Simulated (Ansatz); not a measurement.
# MgS (Niningerite): the cost of one run

Program: Ansatz 0.2.0. Level of theory: reference: DFT, HSE06, plane waves, PAW. These are calculated values, not measurements.

1 further run of the same task is left out (it didn't finish). Runs told in other sessions of the task aren't counted.

## 1. The starting structure

Symmetry: Fm-3m, No. 225, cubic system. Conventional cell: a = 5.203 Å, b = 5.203 Å, c = 5.203 Å, α = 90.00°, β = 90.00°, γ = 90.00°. Mg (site symmetry m-3m) is surrounded by 6 S at 2.60 Å. Around S (site symmetry m-3m) lie 6 Mg at 2.60 Å.

Structure file:

```xyz
2
Lattice="0.0000 2.6015 2.6015 2.6015 0.0000 2.6015 2.6015 2.6015 0.0000" Properties=species:S:1:pos:R:3 pbc="T T T"
Mg    0.0000    0.0000    0.0000
S     2.6015    2.6015    2.6015
```

## 2. Baseline

input.yaml reads:

```yaml
crystal:
  lattice:
    - [0.0, 2.6015177399, 2.6015177399]
    - [2.6015177399, 0.0, 2.6015177399]
    - [2.6015177399, 2.6015177399, 0.0]
  atoms:
    - { symbol: Mg, position: [0.0, 0.0, 0.0] }
    - { symbol: S, position: [0.5, 0.5, 0.5] }
kpoints:
  mp_grid: { grid: [4, 4, 4] }
hamiltonian:
  xc: hse06
scf:
  occupations: { method: fixed }
  n_extra_bands: 4
output:
  forces: true
  stress: true
  eigenvalues: true
```

On the command line:

```
> ansatz run input.yaml --threads 4 --pin off --max-ram 3686MiB --backend cpu --events-out ev --progress --plain --runs-dir out
```

What time and memory should one allow on 4 threads of Arm Neoverse V2, shared host?

About 1.9 s, with a peak of 0.46 GiB.
